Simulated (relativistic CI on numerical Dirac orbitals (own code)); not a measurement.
**Mn⁵⁺ (3d2) in crystal fields: levels and magnetism**

How does a crystal field split the 3d2 shell of Mn⁵⁺, and what follows for the ground state and χT? 6 fields tried.

Program: relativistic CI on numerical Dirac orbitals (own code) version 1. Level of theory: Dirac-Coulomb-Breit CI, KLI orbitals optimised for each configuration, model QED (radiative potential, 1s self-energy scaled to tabulated hydrogen-like ionisation energies), valence Slater integrals scaled by 0.9, one configuration in a parametric crystal field. These are calculated values, not measurements, unless marked.

## Step 1: What is computed

```
ion            : Mn⁵⁺ (Mn VI)
nuclear charge : 25
electrons      : 20
open shell     : 3d2
Slater scale   : 0.9
field 1 (cm⁻¹) : Oh, 10Dq = 5900
field 2 (cm⁻¹) : Oh, 10Dq = 10600
field 3 (cm⁻¹) : Oh, 10Dq = 15300
field 4 (cm⁻¹) : Oh, 10Dq = 20000
field 5 (cm⁻¹) : Oh, 10Dq = 24700
field 6 (cm⁻¹) : Oh, 10Dq = 29400
```

The outer shells:

[Ar] 3d2
```
[Ar] core
3d [↑ ][↑ ][  ][  ][  ]
```

## Step 2: Field 1: Oh, 10Dq = 5900

The run's settings:

```ini
atom Mn  Z=25  charge=5  electrons=20
nucleus A=55  rms_radius_fm=3.7057
hamiltonian dirac-coulomb  breit=on  qed=on  c_scale=1
orbitals kli  potential=per-configuration
slater_scale 0.9
correlation none
mixing on
configurations
  [Ar] 3d2
end
crystal_field Oh 10Dq=5900
```

## Step 3: Field 2: Oh, 10Dq = 10600

Changes to the settings of step 2:

```diff
@@ -10,2 +10,2 @@
 end
-crystal_field Oh 10Dq=5900
+crystal_field Oh 10Dq=10600
```

## Step 4: Field 3: Oh, 10Dq = 15300

Changes to the settings of step 3:

```diff
@@ -10,2 +10,2 @@
 end
-crystal_field Oh 10Dq=10600
+crystal_field Oh 10Dq=15300
```

## Step 5: Field 4: Oh, 10Dq = 20000

Changes to the settings of step 4:

```diff
@@ -10,2 +10,2 @@
 end
-crystal_field Oh 10Dq=15300
+crystal_field Oh 10Dq=20000
```

## Step 6: Field 5: Oh, 10Dq = 24700

Changes to the settings of step 5:

```diff
@@ -10,2 +10,2 @@
 end
-crystal_field Oh 10Dq=20000
+crystal_field Oh 10Dq=24700
```

## Step 7: Field 6: Oh, 10Dq = 29400

Changes to the settings of step 6:

```diff
@@ -10,2 +10,2 @@
 end
-crystal_field Oh 10Dq=24700
+crystal_field Oh 10Dq=29400
```

(Steps that only read results are left out.)

Before running it: what results should come out? Wanted: ground spin.

As calculated:

| field | ground state | degeneracy | S | J | first gap (cm⁻¹) | stabilisation (cm⁻¹) | χT at 2 K | χT at 300 K |
| --- | --- | --- | --- | --- | --- | --- | --- | --- |
| 1: Oh | E | 2 | 1.00 | 2.58 | 77 | -3302 | 0.003 | 0.461 |
| 2: Oh | E | 2 | 1.00 | 2.68 | 46 | -6508 | 0.004 | 0.487 |
| 3: Oh | E | 2 | 1.00 | 2.72 | 32 | -9878 | 0.007 | 0.504 |
| 4: Oh | E | 2 | 1.00 | 2.73 | 24 | -13348 | 0.009 | 0.517 |
| 5: Oh | E | 2 | 1.00 | 2.74 | 20 | -16884 | 0.012 | 0.528 |
| 6: Oh | E | 2 | 1.00 | 2.74 | 17 | -20466 | 0.016 | 0.538 |

χT is in cm³ K/mol; stabilisation counts from the free ion's lowest level; S and J come from the expectation values of their squares.

| quantity | value |
| --- | --- |
| ground spin (effective S from ⟨S²⟩) | 1: 1.00, 2: 1.00, 3: 1.00, 4: 1.00, 5: 1.00, 6: 1.00 |
| χT at 300 K | 0.46 to 0.54 cm³ K/mol |

All fields leave the ground state at S = 1. The field is a set of parameters, without covalency or charge transfer.
